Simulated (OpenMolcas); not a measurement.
# triplet RbI: levels of theory compared

We compute a comparison of 6 runs (U-r2SCAN/def2-TZVPP, U-revPBE/def2-TZVPP, UB3LYP/def2-TZVPP, UBLYP/def2-TZVPP, USVWN5/def2-TZVPP, UTPSS/def2-TZVPP) of triplet RbI. 

Program for the calculation: OpenMolcas 26.06.

3 further runs of the same task are left out: 1 that didn't finish, 2 set aside as unsound or not needed.

## (1) The structure to begin with

The species is RbI (2 atoms), meant as a triplet with charge 0. As SMILES of the parent species, `[Rb][I]`. The bond length is the one measured for the parent species. That shape belongs to the parent species and isn't relaxed for this state.

Bond lengths: Rb1–I2 3.177 Å.

## (2) The energy at U-r2SCAN/def2-TZVPP (core potential) (run 1)

Contents of calc.input:

```
&gateway
baslib=$CurrDir
coord
2
bohr
Rb     0.00000000     0.00000000     0.00000000
I      0.00000000     0.00000000     6.00343124
basis=def2-TZVPP
group=NoSym
&seward
gridinput
Grid=UltraFine
End of Grid
&scf
uhf
spin=3
ksdft=2
1.0 MGGA_X_R2SCAN
1.0 MGGA_C_R2SCAN
thresholds=1e-10 1e-07 1e-07 1e-05
prorbitals=1
```

The basis set def2-TZVPP is read from a file made from the Basis Set Exchange's data (not shown).

On the command line:

```console
$ export MOLCAS_MEM=1860
$ pymolcas calc.input > calc.log
```

Standard output:

```text
--- Start Module: gateway ---
[...]
--- Stop Module: gateway /rc=_RC_ALL_IS_WELL_ ---
--- Start Module: seward ---
[...]
      Basis functions           90
--- Stop Module: seward /rc=_RC_ALL_IS_WELL_ ---
[...]
--- Start Module: scf ---
[...]
       Convergence after 230 Iterations
[...]
::    Total KS-DFT energy                            -321.8762704804
[...]
      Total spin, S                                     1.0015542395
[...]
      Total electronic charge=   34.000000
      Total            charge=   -0.000000
[...]
      Dipole Moment (debye):
      Origin of the operator (angstrom)=    0.0000    0.0000    1.9033
                   X=  1.1733E-06               Y= -1.8138E-07               Z=  2.4005E+00           Total=  2.4005E+00
      Quadrupole Moment (debye*angstrom):
[...]
--- Stop Module: scf /rc=_RC_ALL_IS_WELL_ ---
[...]
```

It took 5.2 min on 1 thread of Arm Neoverse V1, shared host; peak memory 0.49 GiB.

## (3) The energy at U-revPBE/def2-TZVPP (core potential) (run 2)

Contents of test.inp:

```
&GATEWAY
  BasLib=$CurrDir
  Coord
  2
  angstrom
  Rb       0.000000       0.000000       0.000000
  I        0.000000       0.000000       3.176879
  Basis=def2-TZVPP
  Group=NoSym

&SEWARD
  GridInput
  Grid=UltraFine
  End of Grid

&SCF
  UHF
  Spin=3
  KSDFT=revPBE
  Thresholds=1e-10 1e-07 1e-07 1e-05
  PrOrbitals=1 2
```

The basis set def2-TZVPP is read from a file made from the Basis Set Exchange's data (not shown).

On the command line:

```console
$ export MOLCAS_MEM=1860
$ pymolcas test.inp > test.log
```

Standard output:

```text
--- Start Module: gateway ---
[...]
--- Stop Module: gateway /rc=_RC_ALL_IS_WELL_ ---
--- Start Module: seward ---
[...]
      Basis functions           90
--- Stop Module: seward /rc=_RC_ALL_IS_WELL_ ---
[...]
--- Start Module: scf ---
[...]
       Convergence after  30 Iterations
[...]
::    Total KS-DFT energy                            -321.8145138730
[...]
      Total spin, S                                     1.0009013314
[...]
      Total electronic charge=   34.000000
      Total            charge=   -0.000000
[...]
      Dipole Moment (debye):
      Origin of the operator (angstrom)=    0.0000    0.0000    1.9033
                   X=  9.8988E-15               Y=  6.6286E-14               Z=  2.0478E+00           Total=  2.0478E+00
      Quadrupole Moment (debye*angstrom):
[...]
--- Stop Module: scf /rc=_RC_ALL_IS_WELL_ ---
[...]
```

It took 27 s on 1 thread of Arm Neoverse V1, shared host; peak memory 0.49 GiB.

Runs 3 to 5 aren't shown in full; the table further down has their settings and results.

## (4) A single-point energy at UTPSS/def2-TZVPP (core potential) (run 6)

Contents of struct.xyz:

```xyz
2

Rb     0.000000     0.000000     0.000000
I      0.000000     0.000000     3.176879
```

Contents of test.input:

```
&GATEWAY
BasLib=$CurrDir
Coord=struct.xyz
Basis=def2-TZVPP
Group=NoSym
&SEWARD
GridInput
Grid=UltraFine
End of Grid
&SCF
UHF
Spin=3
KSDFT=2
1.0 MGGA_X_TPSS
1.0 MGGA_C_TPSS
Thresholds=1e-10 1e-07 1e-07 1e-05
PrOrbitals=0
```

The basis set def2-TZVPP is read from a file made from the Basis Set Exchange's data (not shown).

On the command line:

```console
$ export MOLCAS_MEM=1860
$ pymolcas test.input > test.log
```

Standard output:

```text
--- Start Module: gateway ---
[...]
--- Stop Module: gateway /rc=_RC_ALL_IS_WELL_ ---
--- Start Module: seward ---
[...]
      Basis functions           90
--- Stop Module: seward /rc=_RC_ALL_IS_WELL_ ---
[...]
--- Start Module: scf ---
[...]
       Convergence after  29 Iterations
[...]
::    Total KS-DFT energy                            -321.6336690877
[...]
      Total spin, S                                     1.0009113734
[...]
      Total electronic charge=   34.000000
      Total            charge=   -0.000000
[...]
      Dipole Moment (debye):
      Origin of the operator (angstrom)=    0.0000    0.0000    1.9033
                   X=  1.1081E-14               Y= -1.0868E-14               Z=  2.2144E+00           Total=  2.2144E+00
      Quadrupole Moment (debye*angstrom):
[...]
--- Stop Module: scf /rc=_RC_ALL_IS_WELL_ ---
[...]
```

Run time: 41 s. Hardware: 1 thread of Arm Neoverse V1, shared host; peak memory 0.49 GiB.

## (5) Overview of the runs

```csv
run,level,energy (Eh),dipole moment (D),HOMO energy (eV),⟨S²⟩,wall time
1,U-r2SCAN/def2-TZVPP (core potential),-321.876270,2.40,-2.24,2.005,5.2 min
2,U-revPBE/def2-TZVPP (core potential),-321.814514,2.05,-2.19,2.003,27 s
3,UB3LYP/def2-TZVPP (core potential),-321.859470,1.95,-2.54,2.002,23 s
4,UBLYP/def2-TZVPP (core potential),-321.662763,1.70,-2.09,2.002,27 s
5,USVWN5/def2-TZVPP (core potential),-321.236858,1.92,-2.43,2.001,16 s
6,UTPSS/def2-TZVPP (core potential),-321.633669,2.21,-2.13,2.003,41 s
```

## (6) Results

```
                                 quantity          value
                      run 6: total energy  -321.63367 Eh
                     run 6: dipole moment         2.21 D
run 6: HOMO energy (highest over α and β)       -2.13 eV
                              run 6: ⟨S²⟩          2.003
```

The dipole moment (its size) runs from 1.70 D (UBLYP/def2-TZVPP) to 2.40 D (U-r2SCAN/def2-TZVPP). Totals of different functionals can't be ranked against each other. All runs together took 7.4 min, the longest 5.2 min.
